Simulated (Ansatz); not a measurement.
The system is NiMoIrPdW.

```
Ni Mo Pd Ir W
1.0
     2.76616    0.00000    0.00000
    -1.38308    2.39557    0.00000
     0.00000    0.00000   11.02292
Ni Mo Pd Ir W
1 1 1 1 1
Direct
  0.33333 0.66667 0.59712
  0.00000 0.00000 0.41074
  0.66667 0.33333 0.79520
  0.66667 0.33333 0.19960
  0.33333 0.66667 0.99734
```

The cell was built by a generator and needn't be a form met in nature.

```yaml
Program: Ansatz 0.2.0
Task: relaxation of cell and atoms
Functional: r2SCAN
Potentials_or_basis: Ansatz PAW
Cutoff: "500 eV (not typed: the program's choice for these potentials)"
k_mesh: 8 × 8 × 2
Occupations: fermi-dirac, width 0.05 eV
Spin: collinear spin, ferromagnetic start
Starting_moments: "[1.0, 1.0, 0.0, 0.6, 0.0] μB"
```

At the start: volume 14.61 Å³/atom.

Task: How do energy, volume and symmetry change on relaxing?

Result: It ends after 5 steps and the volume is 14.32 Å³/atom (-2.0 %); space group P3m1 (No. 156, to 0.05 Å); moment 0.47 μB per cell.

Step by step:
| step | energy change (eV) | largest force (eV/Å) | volume (Å³) |
| --- | --- | --- | --- |
| 1 | 0.0000 | 0.0603 | 73.04 |
| 2 | -0.0245 | 0.0434 | 71.71 |
| 3 | -0.0249 | 0.0153 | 71.58 |
| 4 | -0.0249 | 0.0037 | 71.59 |
| 5 | -0.0236 | 0.0037 | 71.59 |

Final structure:
```yaml
crystal:
  lattice:
    - [2.74589, 0.00000, 0.00000]
    - [-1.37295, 2.37801, 0.00000]
    - [0.00000, 0.00000, 10.96291]
  atoms:
    - { symbol: Ni, position: [0.33333, 0.66667, 0.59751] }
    - { symbol: Mo, position: [0.00000, 0.00000, 0.41130] }
    - { symbol: Pd, position: [0.66667, 0.33333, 0.79403] }
    - { symbol: Ir, position: [0.66667, 0.33333, 0.20012] }
    - { symbol: W, position: [0.33333, 0.66667, 0.99704] }
```

Caveat: the magnetic or orbital state may not be the lowest; the plane-wave basis is chosen anew once the cell has moved, so the energies of steps on either side of that aren't comparable; the PAW data sets come from PBE, with cores solved anew for the run's functional, which leaves a small shift of forces and pressure.
